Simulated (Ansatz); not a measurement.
# Mo3Br: the cost of one run

Program: Ansatz 0.2.0. Level of theory: DFT r2SCAN, scalar-relativistic, plane waves, PAW. These are calculated values, not measurements.

1 further run of the same task is left out (it didn't finish).

### Step 1. The starting structure

Symmetry: Pm-3m, No. 221, cubic system. Conventional cell: a = 4.163 Å, b = 4.163 Å, c = 4.163 Å, α = 90.00°, β = 90.00°, γ = 90.00°. Around Mo (site symmetry 4/mmm) lie 8 Mo at 2.94 Å and 4 Br at 2.94 Å. Around Br (site symmetry m-3m) lie 12 Mo at 2.94 Å.

Structure file:

```
CELL_PARAMETERS angstrom
4.16324 0.00000 0.00000
0.00000 4.16324 0.00000
0.00000 0.00000 4.16324
ATOMIC_POSITIONS crystal
Mo 0.00000 0.50000 0.50000
Mo 0.50000 0.00000 0.50000
Mo 0.50000 0.50000 0.00000
Br 0.00000 0.00000 0.00000
```

(A quick probe on a coarse mesh, which set the mesh and smearing, is not shown.)

### Step 3. Coarse relaxation

File input.yaml:

```yaml
crystal:
  lattice:
    - [4.1632350834, 0.0, 0.0]
    - [0.0, 4.1632350834, 0.0]
    - [0.0, 0.0, 4.1632350834]
  atoms:
    - { symbol: Mo, position: [0.0, 0.5, 0.5] }
    - { symbol: Mo, position: [0.5, 0.0, 0.5] }
    - { symbol: Mo, position: [0.5, 0.5, 0.0] }
    - { symbol: Br, position: [0.0, 0.0, 0.0] }
basis:
  ecutwfc: 500
kpoints:
  mp_grid: { grid: [4, 4, 4] }
hamiltonian:
  xc: r2scan
scf:
  occupations: { method: gaussian, width: 0.1 }
  lower_state_search: "off"
output:
  forces: true
  stress: true
  eigenvalues: true
relax:
  adjacent_minimum: "off"
  f_tol: 0.04
  max_steps: 70
  cell: { stress_tol: 0.4 }
```

Started as:

```
ansatz run input.yaml --threads 1 --pin off --max-ram 2560MiB --backend cpu --events-out ev --progress --plain --runs-dir out
```

**Question.** How long does this run take on 1 thread of AMD EPYC 7R43 (Zen 3), shared host, and how much memory does it need?

About 31 s, with a peak of 0.5 GiB.
